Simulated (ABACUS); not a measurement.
# Ba2Tl5V3O12 (P-3m1) in ABACUS: notebook, part 2 of 2

ABACUS 3.10.1. Earlier steps stand in the parts before.

### Step 4. Single point, PBE, collinear spin, ferromagnetic start

File run_abacus.py:

```python
"""ABACUS run from a structure file: ASE reads it, the script writes STRU, KPT and INPUT."""
import re
import subprocess
from ase.io import read
from ase.units import Bohr

atoms = read("POSCAR")
atoms = atoms[(-atoms.numbers).argsort(kind="stable")]  # ABACUS lists atoms element by element
pseudo = {'Tl': 'Tl.upf', 'Ba': 'Ba.upf', 'V': 'V.upf', 'O': 'O.upf'}
orbital = {'Tl': 'Tl_confined-atom_8au_2s2p2d.orb', 'Ba': 'Ba_confined-atom_9au_3s2p2d.orb', 'V': 'V_confined-atom_7au_3s2p2d1f.orb', 'O': 'O_confined-atom_6au_2s2p1d.orb'}
magmoms = [0.0, 0.0, 0.0, 0.0, 0.0, 0.0, 0.0, 2.0, 2.0, 2.0, 0.0, 0.0, 0.0, 0.0, 0.0, 0.0, 0.0, 0.0, 0.0, 0.0, 0.0, 0.0]
kmesh = [3, 3, 3]
params = {
    'suffix': 'Ba2Tl5V3O12',
    'calculation': 'scf',
    'basis_type': 'lcao',
    'pseudo_dir': './',
    'orbital_dir': './',
    'symmetry': 1,
    'dft_functional': 'pbe',
    'ecutwfc': 100,
    'pseudo_rcut': 7,
    'nspin': 2,
    'nbands': 121,
    'ks_solver': 'genelpa',
    'smearing_method': 'fd',
    'smearing_sigma': 0.00367493,
    'scf_thr': 1e-07,
    'scf_nmax': 100,
    'mixing_type': 'broyden',
    'mixing_beta': 0.4,
    'cal_force': 1,
    'cal_stress': 1,
    'nupdown': 7.0,
    'out_mul': 1,
}

symbols = atoms.get_chemical_symbols()
elements = list(dict.fromkeys(symbols))
lines = ["ATOMIC_SPECIES"] + [f"{e} {atoms.get_masses()[symbols.index(e)]:.4f} {pseudo[e]}" for e in elements]
if orbital:
    lines += ["", "NUMERICAL_ORBITAL"] + [orbital[e] for e in elements]
lines += ["", "LATTICE_CONSTANT", f"{1 / Bohr:.10f}", "", "LATTICE_VECTORS"]
lines += [" ".join(f"{x:.10f}" for x in v) for v in atoms.cell]
lines += ["", "ATOMIC_POSITIONS", "Direct"]
for e in elements:
    lines += ["", e, "0.0", str(symbols.count(e))]
    for i, p in enumerate(atoms.get_scaled_positions(wrap=False)):
        if symbols[i] == e:
            mag = "" if magmoms is None else " mag " + " ".join(str(x) for x in (magmoms[i] if isinstance(magmoms[i], list) else [magmoms[i]]))
            lines.append(" ".join(f"{x:.10f}" for x in p) + " 1 1 1" + mag)
open("STRU", "w").write("\n".join(lines) + "\n")
open("KPT", "w").write("K_POINTS\n0\nGamma\n%d %d %d 0 0 0\n" % tuple(kmesh))
open("INPUT", "w").write("INPUT_PARAMETERS\n" + "".join(f"{k:<20s}{v}\n" for k, v in params.items()))

done = subprocess.run(['mpirun', '-np', '4', 'abacus'])
if done.returncode:
    raise SystemExit(done.returncode)
log = open("OUT.Ba2Tl5V3O12/running_scf.log").read()
print("final energy (eV):", re.findall(r"FINAL_ETOT_IS (\S+)", log))
```

File POSCAR:

```
Ba2Tl5V3O12
1.0
    8.1542100000      0.0000000000      0.0000000000
   -4.0771100000      7.0617600000      0.0000000000
    0.0000000000      0.0000000000      6.9212800000
Ba V Tl O
2 3 5 12
Direct
    0.0000000000      0.0000000000      0.2355200000
    0.0000000000      0.0000000000      0.7644800000
    0.5000000000      0.0000000000      0.0000000000
    0.0000000000      0.5000000000      0.0000000000
    0.5000000000      0.5000000000      0.0000000000
    0.5000000000      0.0000000000      0.5000000000
    0.0000000000      0.5000000000      0.5000000000
    0.5000000000      0.5000000000      0.5000000000
    0.3333300000      0.6666700000      0.2248900000
    0.6666700000      0.3333300000      0.7751100000
    0.3389000000      0.3433400000      0.8144400000
    0.6566600000      0.9955600000      0.8144400000
    0.0044400000      0.6611000000      0.8144400000
    0.3433400000      0.3389000000      0.1855600000
    0.9955600000      0.6566600000      0.1855600000
    0.6611000000      0.0044400000      0.1855600000
    0.6611000000      0.6566600000      0.1855600000
    0.3433400000      0.0044400000      0.1855600000
    0.9955600000      0.3389000000      0.1855600000
    0.6566600000      0.6611000000      0.8144400000
    0.0044400000      0.3433400000      0.8144400000
    0.3389000000      0.9955600000      0.8144400000
```

Started as:

```
OMP_NUM_THREADS=1 python run_abacus.py > log
```

It took 1.9 min on 4 MPI ranks of Intel Xeon 6975P-C (Granite Rapids), shared host; peak memory 1.8 GiB.

It converged, with:

- Free energy: -21222.4222 eV
- Pressure: 5.0 GPa
- Largest force: 0.323 eV/Å
- Net moment: 7.00 μB per cell
- Absolute moment: 7.03 μB per cell
- Site moments: Tl +0.25, +0.31; Ba +0.14; V +0.73; O +0.27 μB
- Mulliken charges: Tl +0.51, +0.40; Ba +1.11; V +0.69; O -0.55 e

Forces in eV/Å, atoms in the order of the input:
```
Tl   0.000  0.000  0.000
Tl   0.000  0.000  0.000
Tl   0.000  0.000  0.000
Tl   0.000  0.000 -0.038
Tl   0.000  0.000  0.038
Ba   0.000  0.000  0.323
Ba   0.000  0.000 -0.323
V    0.000  0.000  0.000
V    0.000  0.000  0.000
V    0.000  0.000  0.000
O   -0.191 -0.107  0.141
O    0.188 -0.112  0.141
O    0.002  0.219  0.141
O    0.002 -0.219 -0.141
O   -0.191  0.107 -0.141
O    0.188  0.112 -0.141
O    0.191  0.107 -0.141
O   -0.188  0.112 -0.141
O   -0.002 -0.219 -0.141
O   -0.002  0.219  0.141
O    0.191 -0.107  0.141
O   -0.188 -0.112  0.141
```

Stress tensor (GPa, compression positive):
```
4.86 0.00 0.00
0.00 4.86 0.00
0.00 0.00 5.19
```

Caveat: the atomic orbitals were generated for these runs and aren't a published set; Mulliken charges move with the basis; this release of the barium file is off; the basis of atomic orbitals isn't converged, which shifts pressures, moduli and gaps; the total moment is fixed, so each spin has its own Fermi level. Spin-orbit coupling is left out, which matters for the levels of Ba, Tl.

### Step 5. Single point, PBE

run_abacus.py: that of step 4 with these lines changed.

```diff
@@ -10,4 +10,4 @@
 orbital = {'Tl': 'Tl_confined-atom_8au_2s2p2d.orb', 'Ba': 'Ba_confined-atom_9au_3s2p2d.orb', 'V': 'V_confined-atom_7au_3s2p2d1f.orb', 'O': 'O_confined-atom_6au_2s2p1d.orb'}
-magmoms = [0.0, 0.0, 0.0, 0.0, 0.0, 0.0, 0.0, 2.0, 2.0, 2.0, 0.0, 0.0, 0.0, 0.0, 0.0, 0.0, 0.0, 0.0, 0.0, 0.0, 0.0, 0.0]
-kmesh = [3, 3, 3]
+magmoms = None
+kmesh = [2, 2, 2]
 params = {
@@ -22,4 +22,4 @@
     'pseudo_rcut': 7,
-    'nspin': 2,
-    'nbands': 121,
+    'nspin': 1,
+    'nbands': 118,
     'ks_solver': 'genelpa',
@@ -30,7 +30,9 @@
     'mixing_type': 'broyden',
-    'mixing_beta': 0.4,
+    'mixing_beta': 0.7,
     'cal_force': 1,
     'cal_stress': 1,
-    'nupdown': 7.0,
     'out_mul': 1,
+    'out_chg': 1,
+    'out_pot': 2,
+    'out_elf': 1,
 }
@@ -55,3 +57,3 @@
 
-done = subprocess.run(['mpirun', '-np', '4', 'abacus'])
+done = subprocess.run(['mpirun', '-np', '8', 'abacus'])
 if done.returncode:
```

POSCAR is that of step 4.

Started as:

```
OMP_NUM_THREADS=1 python run_abacus.py > log
```

Wall time 44 s (8 MPI ranks of Intel Xeon Platinum 8375C at 2.90GHz (Ice Lake), shared host); peak memory 2 GiB.

Results (log left out):

* Free energy: -21225.5534 eV
* Pressure: 1.2 GPa
* Largest force: 0.255 eV/Å
* Band gap on the k mesh: none (metal or under the smearing width)
* Mulliken charges: Tl +0.52, +0.35; Ba +1.17; V +0.72; O -0.57 e

Forces in eV/Å, atoms in the order of the input:
```
Tl   0.000  0.000  0.000
Tl   0.000  0.000  0.000
Tl   0.000  0.000  0.000
Tl   0.000  0.000 -0.085
Tl   0.000  0.000  0.085
Ba   0.000  0.000  0.255
Ba   0.000  0.000 -0.255
V    0.000  0.000  0.000
V    0.000  0.000  0.000
V    0.000  0.000  0.000
O   -0.062 -0.016 -0.006
O    0.045 -0.046 -0.006
O    0.018  0.062 -0.006
O    0.018 -0.062  0.006
O   -0.062  0.016  0.006
O    0.045  0.046  0.006
O    0.062  0.016  0.006
O   -0.045  0.046  0.006
O   -0.018 -0.062  0.006
O   -0.018  0.062 -0.006
O    0.062 -0.016 -0.006
O   -0.045 -0.046 -0.006
```

Stress tensor (GPa, compression positive):
```
1.27 0.00 0.00
0.00 1.27 0.00
0.00 0.00 1.07
```

Levels at points of the mesh, in eV from the Fermi level:
```
           k point  band 94  band 95  band 96  band 97  band 98  band 99  band 100  band 101  band 102  band 103
(0.00, 0.00, 0.00)    -1.12    -0.93    -0.93    -0.75    -0.56    -0.16      0.36      0.41      0.41      1.04
(0.50, 0.00, 0.00)    -1.22    -1.15    -0.99    -0.75    -0.74    -0.58      0.18      0.33      0.38      1.38
(0.00, 0.50, 0.00)    -1.22    -1.15    -0.99    -0.75    -0.74    -0.58      0.18      0.33      0.38      1.38
(0.50, 0.50, 0.00)    -1.22    -1.15    -0.99    -0.75    -0.74    -0.58      0.18      0.33      0.38      1.38
(0.00, 0.00, 0.50)    -1.07    -0.98    -0.74    -0.13     0.31     0.31      0.39      0.39      1.21      1.41
(0.50, 0.00, 0.50)    -1.17    -1.11    -0.89    -0.53     0.29     0.35      0.36      0.65      1.33      1.48
(0.00, 0.50, 0.50)    -1.17    -1.11    -0.89    -0.53     0.29     0.35      0.36      0.65      1.33      1.48
(0.50, 0.50, 0.50)    -1.17    -1.11    -0.89    -0.53     0.29     0.35      0.36      0.65      1.33      1.48
```

Caveat: the k mesh is coarse (spacing up to 0.45 Å⁻¹), so the values aren't converged; the atomic orbitals were generated for these runs and aren't a published set; Mulliken charges move with the basis; this release of the barium file is off; the basis of atomic orbitals isn't converged, which shifts pressures, moduli and gaps; the run has no spin polarisation, though such a crystal can be magnetic; semilocal functionals often make such compounds metallic where correlation or magnetic order opens a gap, which also shifts bond lengths. With open d or f shells a metallic result of PBE can be an artefact of self-interaction; +U or a hybrid may open a gap.

### Step 6. The reference run

An earlier run on the cell as given: functional PBE; potentials or basis PseudoDojo NC SR 0.4.1 PBE standard; cutoff 1143 eV; density cutoff 4572 eV; basis plane waves; k mesh 4 × 4 × 4; occupations fermi-dirac, width 0.05 eV; collinear spin, ferromagnetic start; starting moments [0.0, 0.0, 2.0, 2.0, 2.0, 0.0, 0.0, 0.0, 0.0, 0.0, 0.0, 0.0, 0.0, 0.0, 0.0, 0.0, 0.0, 0.0, 0.0, 0.0, 0.0, 0.0] μB.

- Pressure: 0.2 GPa
- Largest force: 0.111 eV/Å
- Band gap on the k mesh: none (metal or under the smearing width)
- Net moment: 0.00 μB per cell
- Absolute moment: 0.00 μB per cell

### Step 7. Overview

| potentials or basis | spin | fixed moment (μB) | k mesh | cutoff (eV) | SCF threshold on the density | eigensolver | mixing share | mesh quality | gap on the mesh (eV) | pressure (GPa) | moment (μB) | largest force (eV/Å) |
| --- | --- | --- | --- | --- | --- | --- | --- | --- | --- | --- | --- | --- |
| PseudoDojo NC SR 0.4.1 PBE standard, DZP LCAO (the cutoffs set its grid) | collinear, ferromagnetic start | 4.5 | 3 × 3 × 3 | 1361 | 1e-07 | genelpa | 0.4 | not flagged | - | 3.2 | 4.50 | 0.27 |
| PseudoDojo NC SR 0.4.1 PBE standard, DZP LCAO (the cutoffs set its grid) | collinear, ferromagnetic start | 6.0 | 3 × 3 × 3 | 1361 | 1e-07 | genelpa | 0.4 | not flagged | - | 4.2 | 6.00 | 0.29 |
| PseudoDojo NC SR 0.4.1 PBE standard, DZP LCAO (the cutoffs set its grid) | collinear, ferromagnetic start | 7.0 | 3 × 3 × 3 | 1361 | 1e-07 | genelpa | 0.4 | not flagged | - | 5.0 | 7.00 | 0.32 |
| PseudoDojo NC SR 0.4.1 PBE standard, DZP LCAO (the cutoffs set its grid) | off | - | 2 × 2 × 2 | 1361 | 1e-07 | genelpa | 0.7 | coarse | none | 1.2 | - | 0.26 |
| PseudoDojo NC SR 0.4.1 PBE standard, plane waves | collinear, ferromagnetic start | - | 4 × 4 × 4 | 1143 | 1e-08 | dav | 0.4 | not flagged | none | 0.2 | 0.00 | 0.11 |

Alike in all rows: task single point; level PBE; cell as given; smearing fermi-dirac 0.05 eV.

Caveats: some runs use coarse meshes; this release of the barium file is off; the atomic orbitals were generated for these runs and aren't a published set (some runs); the basis of atomic orbitals isn't converged, which shifts pressures, moduli and gaps (some runs); the total moment is fixed, so each spin has its own Fermi level (some runs); semilocal functionals often make such compounds metallic where correlation or magnetic order opens a gap, which also shifts bond lengths (some runs); the moment is held away from its start (some runs); there are fewer bands than atomic start orbitals, so a level may be missed at k points of high symmetry (some runs).

Total energies depend on the potentials used, so only differences within one code and one set of settings carry meaning.
